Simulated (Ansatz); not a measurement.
**GaH4+ (singlet): from Hartree-Fock to the top rungs at distance Ga1–H2 = 3.333 Å, cc-pVDZ**

How much of the correlation energy of GaH4+ (singlet) does each wave-function method recover here?

The runs use Ansatz 0.2.0, Gaussian basis; cc-pVDZ, core rule «outside noble gas», up to 14 orbitals frozen.

The runs, in order: UHF; CCSD(T) on RHF; CCSD(T) on UHF; BCCD(T) on RHF; CISD; CCSDT(Q) on RHF; CCSDT(Q) on UHF; CASSCF and MRCISD+Q, 2 electrons in 2 orbitals; CASSCF and NEVPT2, 2 electrons in 2 orbitals; Full CI.

35 further runs of the same task are left out: 22 for a known fault of the program, 10 that didn't finish, 3 set aside as unsound or not needed.

### 1 The system

The geometry derives from a PBE0/def2-TZVP stationary point (not a proven minimum). One bond is set to the value named and the two fragments are kept rigid. No spin-orbit coupling is included. The filled d shell of Ga may be among the frozen orbitals whatever the setting's name suggests; the logs give the count.

5 atoms, charge 1, spin multiplicity 1.

Atoms are counted from 1 here; the program's logs count them from 0.

Bond lengths: Ga1–H4 1.527 Å, H3–H5 0.765 Å.

### 2 UHF

in.yaml reads:

```yaml
crystal:
  periodic: [false, false, false]
  atoms:
    - {symbol: Ga, position_ang: [0.000000, -0.024568, -0.052888]}
    - {symbol: H, position_ang: [0.000000, 3.293849, -0.364334]}
    - {symbol: H, position_ang: [0.000000, 0.357954, 2.109196]}
    - {symbol: H, position_ang: [0.000000, -1.545241, -0.195609]}
    - {symbol: H, position_ang: [0.000000, -0.407090, 2.109196]}
basis:
  gaussian: {orbitals: cc-pVDZ}
total_charge: 1
magnetization: {spin_polarized: true, initial_magnetization: 0}
hamiltonian: {xc: hf}
output: {orbitals: {seedname: orbitals}}
```

Command:

```
$ ansatz run in.yaml --threads 1 --pin off --events-out ev --progress --plain --max-ram 2393MiB
```

Further steps of the session: CCSD(T) on RHF; CCSD(T) on UHF; BCCD(T) on RHF; CISD; CCSDT(Q) on RHF; CCSDT(Q) on UHF; CASSCF and MRCISD+Q, 2 electrons in 2 orbitals; CASSCF and NEVPT2, 2 electrons in 2 orbitals; Full CI.

**Question.** What will the summary of the whole plan be? Wanted: FCI below the RHF energy; RMP2 from FCI; UMP2 from FCI; RCCSD from FCI; RCCSD(T) from FCI; UCCSD(T) from FCI; RCCSDT(Q) from FCI; UCCSDT(Q) from FCI; NEVPT2 pair from FCI.

The runs gave:

| quantity | value |
| --- | --- |
| FCI below the RHF energy | -4.8120 eV |
| RMP2 from FCI | +1846.6 meV |
| UMP2 from FCI | +678.5 meV |
| RCCSD from FCI | +186.6 meV |
| RCCSD(T) from FCI | +6.9 meV |
| UCCSD(T) from FCI | +80.9 meV |
| RCCSDT(Q) from FCI | +0.8 meV |
| UCCSDT(Q) from FCI | +12.7 meV |
| NEVPT2 pair from FCI | +594.9 meV |
| MRCISD+Q pair from FCI | -27.3 meV |
| levels within 1 kcal/mol (43 meV) | RCCSD(T), BCCD(T), RCCSDT, UCCSDT, RCCSDT(Q), UCCSDT(Q), MRCISD+Q pair |
| T1 diagnostic | 0.057 |
| effectively unpaired electrons | 1.51 |

RCCSD(T) misses by +6.9 meV, 0.1 % of the correlation energy. CCSD(T) misses by +6.9 meV on the restricted determinant and by +80.9 meV on the unrestricted one; the two need not hold the same state or core. MRCISD+Q pair falls below full CI: the +Q correction isn't variational, and the cores differ from full CI's. The occupations show strong static correlation (1.5 unpaired electrons where one determinant has 0). Coupled cluster on one determinant still stays close here. Of the multireference levels listed MRCISD+Q pair comes nearest in total energy (-27.3 meV), which doesn't show that its space is the better one. These misses are within one basis, not against nature.
